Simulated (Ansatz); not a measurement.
# C₃H₁₆BNSi₃: one species, many methods

The task here is to estimate one member of a computed series from the others.

Method: functionals in def2-TZVPP, the program's frozen cores in correlated methods; program: Ansatz 0.2.0, Gaussian basis.

Plan: LDA (SPW92), PBE-D4, revPBE-D4, BLYP-D4, r2SCAN-D4, B97M-V, PBE0-D4, B3LYP-D4, r2SCANh-D4, r2SCAN0-D4, HSE06-D4, BHLYP-D4, CAM-B3LYP-D4, LC-ωPBE, ωB97X-V, ωB97M-V, B2PLYP, PBE-QIDH; CCSD(T)/def2-SVP; CCSD(T)/def2-TZVPP; MP2/def2-QZVPP; extrapolation to the limit; RPA on PBE.

## The geometry

The geometry comes from an earlier relaxation with PBE0-D4 in a triple-zeta def2 set; it is a stationary point, not always the lowest conformer.

SMILES `BN([SiH2][SiH3])[Si](C)(C)C`, 24 atoms, charge 0, spin multiplicity 1.

Atoms are counted from 1 here; the program's logs count them from 0.

Bond lengths: B1–N2 1.405 Å, B1–H9 1.198 Å, B1–H10 1.204 Å, N2–Si3 1.759 Å, N2–Si5 1.772 Å, Si3–Si4 2.341 Å, Si3–H11 1.491 Å, Si3–H12 1.486 Å, Si4–H13 1.488 Å, Si4–H14 1.489 Å, Si4–H15 1.489 Å, Si5–C6 1.863 Å, Si5–C7 1.868 Å, Si5–C8 1.870 Å, C6–H16 1.092 Å, C6–H17 1.094 Å, C6–H18 1.092 Å, C7–H19 1.093 Å and more. Angles: N2–B1–H9 121.3°, N2–B1–H10 119.2°, H9–B1–H10 119.5°, B1–N2–Si3 115.6°, B1–N2–Si5 124.0°, Si3–N2–Si5 120.4°, N2–Si3–Si4 111.0°, N2–Si3–H11 108.5°, N2–Si3–H12 110.1°, Si4–Si3–H11 108.9°, Si4–Si3–H12 110.7°, H11–Si3–H12 107.6°, Si3–Si4–H13 110.4°, Si3–Si4–H14 110.8°, Si3–Si4–H15 109.9°, H13–Si4–H14 108.8°, H13–Si4–H15 108.4°, H14–Si4–H15 108.5° and more.

The first run:

in.yaml reads:

```yaml
crystal:
  periodic: [false, false, false]
  atoms:
    - {symbol: B, position_ang: [0.180246, -1.017416, -1.966951]}
    - {symbol: N, position_ang: [-0.223372, -0.575677, -0.695229]}
    - {symbol: Si, position_ang: [-0.740291, -1.836136, 0.417173]}
    - {symbol: Si, position_ang: [1.099682, -3.002072, 1.274613]}
    - {symbol: Si, position_ang: [-0.199812, 1.120145, -0.182267]}
    - {symbol: C, position_ang: [0.637152, 2.172471, -1.472351]}
    - {symbol: C, position_ang: [-1.962040, 1.688523, 0.066461]}
    - {symbol: C, position_ang: [0.745096, 1.219806, 1.428263]}
    - {symbol: H, position_ang: [0.560511, -0.246625, -2.801086]}
    - {symbol: H, position_ang: [0.143814, -2.194101, -2.219346]}
    - {symbol: H, position_ang: [-1.475771, -1.198196, 1.546329]}
    - {symbol: H, position_ang: [-1.679370, -2.764206, -0.264961]}
    - {symbol: H, position_ang: [1.885268, -3.614189, 0.169191]}
    - {symbol: H, position_ang: [0.657740, -4.079004, 2.203135]}
    - {symbol: H, position_ang: [1.987332, -2.068387, 2.021134]}
    - {symbol: H, position_ang: [0.095568, 2.167345, -2.420172]}
    - {symbol: H, position_ang: [0.680387, 3.205423, -1.114229]}
    - {symbol: H, position_ang: [1.659197, 1.840173, -1.666784]}
    - {symbol: H, position_ang: [-2.525453, 1.624375, -0.868027]}
    - {symbol: H, position_ang: [-2.479243, 1.082951, 0.814548]}
    - {symbol: H, position_ang: [-1.987775, 2.728423, 0.403931]}
    - {symbol: H, position_ang: [1.774720, 0.875467, 1.301460]}
    - {symbol: H, position_ang: [0.778783, 2.253297, 1.784372]}
    - {symbol: H, position_ang: [0.282629, 0.617210, 2.214095]}
basis:
  gaussian: {orbitals: def2-TZVPP}
hamiltonian: {xc: lda}
output: {orbitals: {seedname: orbitals}}
```

Started as:

```console
> ansatz run in.yaml --threads 4 --pin off --events-out ev --progress --plain --max-ram 41984MiB --backend cuda --devices 0, --max-vram 37GiB
```

Among the steps run: LDA; PBE-D4 (GGA); revPBE-D4 (GGA); BLYP-D4 (GGA); r2SCAN-D4 (meta-GGA); B97M-V (meta-GGA); PBE0-D4 (hybrid); B3LYP-D4 (hybrid); r2SCANh-D4 (hybrid); r2SCAN0-D4 (hybrid); HSE06-D4 (hybrid); BHLYP-D4 (hybrid); CAM-B3LYP-D4 (range-separated); LC-ωPBE (range-separated); ωB97X-V (range-separated); ωB97M-V (range-separated); B2PLYP (double hybrid); PBE-QIDH (double hybrid).

One table of the session follows, with a row left open; its other results are not shown here.

It belongs to the step «Orbital energies across the functionals». 

```
  functional  HOMO (eV)  gap (eV)
 LDA (SPW92)      -6.58      4.91
      PBE-D4      -6.47      5.05
   revPBE-D4      -6.42      5.12
     BLYP-D4      -6.34      5.08
   r2SCAN-D4      -6.70      5.60
      B97M-V      -6.83      5.58
     PBE0-D4      -7.59      7.10
    B3LYP-D4      -7.39      6.71
  r2SCANh-D4      -7.11      6.34
  r2SCAN0-D4      -7.74      7.44
    HSE06-D4      -7.19      6.33
    BHLYP-D4      -8.62      9.10
CAM-B3LYP-D4          ?         ?
     LC-ωPBE     -10.16     11.89
     ωB97X-V      -9.85     11.43
     ωB97M-V      -9.69     10.99
```

Estimate the missing values for CAM-B3LYP-D4.

The run gave: HOMO (eV): -8.87; gap (eV): 9.45. In the column «HOMO (eV)» it lies between ωB97M-V (-9.69) and BHLYP-D4 (-8.62).
